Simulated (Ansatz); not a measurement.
# AsHSi: the cost of one run

Program: Ansatz 0.2.0, Gaussian basis. Level of theory: def2-QZVPP, all electrons in the functionals, frozen cores in the correlation of double hybrids and RPA. These are calculated values, not measurements.

To be run: wB97M-V, B2PLYP, at charge 0, triplet; charge 0, singlet; charge 0, quintet; charge 1, doublet; charge 1, quartet.

10 further runs of the same task are left out: 10 set aside as unsound or not needed.

## 1. The geometry

The geometry is a PBE0/def2-TZVP stationary point (not a proven minimum). No spin-orbit coupling is included. The filled d shell of As may be among the frozen orbitals whatever the setting's name suggests; the logs give the count.

3 atoms, charge 0, spin multiplicity 3.

Atoms are counted from 1 here; the program's logs count them from 0.

Bond lengths: Si1–As2 2.196 Å, Si1–H3 1.512 Å. Angles: As2–Si1–H3 116.7°.

No dispersion term is added; wB97M-V holds VV10 nonlocal correlation.

The geometry shown and the zero of energy belong to the point charge 0, triplet. The yardstick, RCCSD(T), and other wave-function levels (R restricted, U unrestricted, valence and pair active spaces) come from earlier runs.

## 2. wB97M-V, charge 0, triplet

File in.yaml:

```yaml
crystal:
  periodic: [false, false, false]
  atoms:
    - {symbol: Si, position_ang: [0.000000, -0.104364, 1.571806]}
    - {symbol: As, position_ang: [0.000000, 0.022917, -0.620554]}
    - {symbol: H, position_ang: [0.000000, 1.204585, 2.329445]}
basis:
  gaussian: {orbitals: "def2-QZVPP.json"}
magnetization: {spin_polarized: true, initial_magnetization: 2}
hamiltonian: {xc: {name: wB97M-V}}
output: {orbitals: {seedname: orbitals}}
```

Launch:

```
ansatz run in.yaml --threads 1 --pin off --events-out ev --progress --plain --max-ram 2393MiB
```

What time and memory should one allow on 1 thread of Arm Neoverse V1, shared host?

About 1.7 min, with a peak of 0.8 GiB.
